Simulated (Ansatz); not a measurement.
**BrClH₂OSi: small, medium and large basis sets**

One table from this session's results is given with a row withheld; the runs are named, their logs left out.

The runs use Ansatz 0.2.0, Gaussian basis; one geometry, several basis sets.

Levels to be run: PBE0-D4/def2-SVP; ωB97M-V/def2-SVP; PBE0-D4/def2-QZVPP; ωB97M-V/def2-QZVPP; the functionals' def2-TZVPP values are taken from earlier runs.

## The geometry

All runs share one geometry, relaxed beforehand with PBE0-D4 in a triple-zeta def2 set.

6 atoms, charge 0, spin multiplicity 1.

Atoms are counted from 1 here; the program's logs count them from 0.

Bond lengths: O1–Si2 1.622 Å, O1–H5 0.959 Å, Si2–Cl3 2.042 Å, Si2–Br4 2.209 Å, Si2–H6 1.468 Å. Angles: Si2–O1–H5 119.2°, O1–Si2–Cl3 111.3°, O1–Si2–Br4 111.1°, O1–Si2–H6 107.3°, Cl3–Si2–Br4 107.7°, Cl3–Si2–H6 109.7°, Br4–Si2–H6 109.8°.

The first run:

Input file in.yaml:

```yaml
crystal:
  periodic: [false, false, false]
  atoms:
    - {symbol: O, position_ang: [0.744817, 1.104631, -0.213772]}
    - {symbol: Si, position_ang: [0.036221, -0.276843, 0.254874]}
    - {symbol: Cl, position_ang: [0.318159, -1.760149, -1.119328]}
    - {symbol: Br, position_ang: [-2.141331, -0.005465, 0.511737]}
    - {symbol: H, position_ang: [0.440339, 1.539756, -1.012680]}
    - {symbol: H, position_ang: [0.643893, -0.666031, 1.532970]}
basis:
  gaussian: {orbitals: def2-SVP}
hamiltonian: {xc: pbe0, dispersion: d4}
output: {orbitals: {seedname: orbitals}}
```

Among the steps run: PBE0-D4 in def2-SVP; ωB97M-V in def2-SVP; PBE0-D4 in def2-QZVPP; ωB97M-V in def2-QZVPP.

One table of the session follows, with a row left open; its other results are not shown here.

It belongs to the step «Functionals by basis». 

| functional | basis | HOMO (eV) | LUMO (eV) |
| --- | --- | --- | --- |
| PBE0-D4 | def2-SVP | -8.58 | 0.49 |
| PBE0-D4 | def2-TZVPP | -8.71 | 0.12 |
| PBE0-D4 | def2-QZVPP | -8.74 | -0.03 |
| ωB97M-V | def2-SVP | -10.76 | 2.59 |
| ωB97M-V | def2-TZVPP | -10.93 | 1.91 |
| ωB97M-V | def2-QZVPP | ? | ? |

Q: Estimate the row for ωB97M-V, def2-QZVPP from the others.

**Answer.** HOMO (eV): -10.96; LUMO (eV): 1.44. In the column «HOMO (eV)» it is the lowest.
